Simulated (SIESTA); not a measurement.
Wanted: the native input for a SIESTA 5.4.2 run.

| Item | Value |
| --- | --- |
| Task | band structure |
| Functional | PBEsol |
| Potentials or basis | PseudoDojo 0.4 standard (PBEsol files) |
| Basis | DZP (energy shift 0.003 Ry; two zetas on semicore shells) |
| Grid cutoff | 800 Ry |
| Energy shift | 0.003 Ry |
| k mesh | 10 × 10 × 2 |
| Occupations | fermi-dirac, width 0.05 eV |
| Spin | no spin polarisation |

The system is Ti2GaC.

```xyz
8
Lattice="3.0705 0.0000 0.0000 -1.5352 2.6591 0.0000 0.0000 0.0000 13.3367" Properties=species:S:1:pos:R:3 pbc="T T T"
Ga    1.5352    0.8864    3.3342
Ga    0.0000    1.7727   10.0025
Ti    0.0000    1.7727    5.5220
Ti    1.5352    0.8864   12.1903
Ti    1.5352    0.8864    7.8148
Ti    0.0000    1.7727    1.1464
C     0.0000    0.0000    0.0000
C     0.0000    0.0000    6.6684
```

The cell comes from a database or a generator and needn't be the stable form of this composition.

These files were run (other wordings do the same):

Ti2GaC.fdf

```
SystemName                      Ti2GaC
SystemLabel                     Ti2GaC
NumberOfSpecies                 3
NumberOfAtoms                   8
%block ChemicalSpeciesLabel
  1  31 Ga
  2  22 Ti
  3   6 C
%endblock ChemicalSpeciesLabel

LatticeConstant                 1.0 Ang
%block LatticeVectors
     3.0704554393     0.0000000000     0.0000000000
    -1.5352277196     2.6590924116     0.0000000000
     0.0000000000     0.0000000000    13.3367319100
%endblock LatticeVectors
AtomicCoordinatesFormat         Fractional
%block AtomicCoordinatesAndAtomicSpecies
     0.6666666667     0.3333333333     0.2500000000  1  Ga
     0.3333333333     0.6666666667     0.7500000000  1  Ga
     0.3333333333     0.6666666667     0.4140408700  2  Ti
     0.6666666667     0.3333333333     0.9140408700  2  Ti
     0.6666666667     0.3333333333     0.5859591300  2  Ti
     0.3333333333     0.6666666667     0.0859591300  2  Ti
     0.0000000000     0.0000000000     0.0000000000  3  C
     0.0000000000     0.0000000000     0.5000000000  3  C
%endblock AtomicCoordinatesAndAtomicSpecies

%block kgrid.MonkhorstPack
   10   0   0  0.0
    0  10   0  0.0
    0   0   2  0.0
%endblock kgrid.MonkhorstPack
XC.Functional                   GGA
XC.Authors                      PBEsol
PAO.BasisSize                   DZP
PAO.EnergyShift                 0.003 Ry
Mesh.Cutoff                     800 Ry
OccupationFunction              FD
ElectronicTemperature           0.05 eV
MaxSCFIterations                120
SCF.MustConverge                false
SCF.Mixer.Method                Pulay
SCF.Mixer.Weight                0.25
SCF.Mixer.History               8
SCF.DM.Tolerance                5.0e-05
SCF.H.Tolerance                 1.0e-03 eV
WriteForces                     true
Charge.Mulliken                 end
BandLinesScale                  ReciprocalLatticeVectors
%block BandLines
    1    0.000000   0.000000   0.000000  \Gamma
   13    0.500000   0.000000   0.000000  M
    8    0.333333   0.333333   0.000000  K
   15    0.000000   0.000000   0.000000  \Gamma
    3    0.000000   0.000000   0.500000  A
   13    0.500000   0.000000   0.500000  L
    8    0.333333   0.333333   0.500000  H
   15    0.000000   0.000000   0.500000  A
    1    0.500000   0.000000   0.500000  L
    3    0.500000   0.000000   0.000000  M
    1    0.333333   0.333333   0.000000  K
    3    0.333333   0.333333   0.500000  H
%endblock BandLines
%block PAO.Basis
  Ga 4
  n=4 0 2
    6.562 0.000
  n=4 1 2
    9.354 0.000
  n=3 2 2
    3.582 0.000
  n=4 2 1
    9.354
  Ti 5
  n=3 0 2
    3.151 0.000
  n=4 0 2
    8.703 0.000
  n=3 1 2
    3.568 0.000
  n=4 1 1
    8.703
  n=3 2 2
    6.267 0.000
%endblock PAO.Basis
```

Potentials or basis: PseudoDojo 0.4 standard (PBEsol files), DZP (energy shift 0.003 Ry; two zetas on semicore shells).

Launch:

```bash
$ siesta Ti2GaC.fdf > Ti2GaC.out 2>&1
```

Results of the run:

* Pressure: -2.9 GPa
* Largest force: 0.222 eV/Å
* Band gap on the k mesh: none (metal or under the smearing width)

Caveat: the basis of atomic orbitals isn't converged, which shifts pressures, moduli and gaps.

Wall time 6.2 min on 1 thread of Arm Neoverse V2 (shared host), peak memory 0.9 GiB.
